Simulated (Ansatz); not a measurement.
# BaLiF3: the cost of one run

Computed with Ansatz 0.2.0 (DFT r2SCAN, scalar-relativistic, plane waves, PAW, unless a step's input says otherwise).

1 further run of the same task is left out (it didn't finish).

### 1 The structure to begin with

Symmetry: Pm-3m, No. 221, cubic system. Conventional cell: a = 3.989 Å, b = 3.989 Å, c = 3.989 Å, α = 90.00°, β = 90.00°, γ = 90.00°. Ba (site symmetry m-3m) is surrounded by 12 F at 2.82 Å. Li (site symmetry m-3m) is surrounded by 6 F at 1.99 Å. F (site symmetry 4/mmm) is surrounded by 2 Li at 1.99 Å and 4 Ba at 2.82 Å.

Structure file:

```
CELL_PARAMETERS angstrom
3.98858 0.00000 0.00000
0.00000 3.98858 0.00000
0.00000 0.00000 3.98858
ATOMIC_POSITIONS crystal
Ba 0.00000 0.00000 0.00000
Li 0.50000 0.50000 0.50000
F 0.00000 0.50000 0.50000
F 0.50000 0.50000 0.00000
F 0.50000 0.00000 0.50000
```

The structure comes from the Materials Project (structure only).

(A quick probe on a coarse mesh, which set the mesh and smearing, is not shown.)

### 3 The relaxation

Input file input.yaml:

```yaml
crystal:
  lattice:
    - [3.98858164, 0.0, 0.0]
    - [0.0, 3.98858164, 0.0]
    - [0.0, 0.0, 3.98858164]
  atoms:
    - { symbol: Ba, position: [0.0, 0.0, 0.0] }
    - { symbol: Li, position: [0.5, 0.5, 0.5] }
    - { symbol: F, position: [0.0, 0.5, 0.5] }
    - { symbol: F, position: [0.5, 0.5, 0.0] }
    - { symbol: F, position: [0.5, 0.0, 0.5] }
basis:
  ecutwfc: 500
kpoints:
  mp_grid: { grid: [6, 6, 6] }
hamiltonian:
  xc: r2scan
scf:
  occupations: { method: gaussian, width: 0.02 }
output:
  forces: true
  stress: true
  eigenvalues: true
relax:
  adjacent_minimum: "off"
  f_tol: 0.005
  max_steps: 80
  cell: { stress_tol: 0.05 }
```

The run is started by

```bash
ansatz run input.yaml --threads 1 --pin off --max-ram 2560MiB --backend cpu --events-out ev --progress --plain --runs-dir out
```

**Question.** How long does this run take on 1 thread of Arm Neoverse V2, shared host, and how much memory does it need?

About 13 s, with a peak of 0.47 GiB.
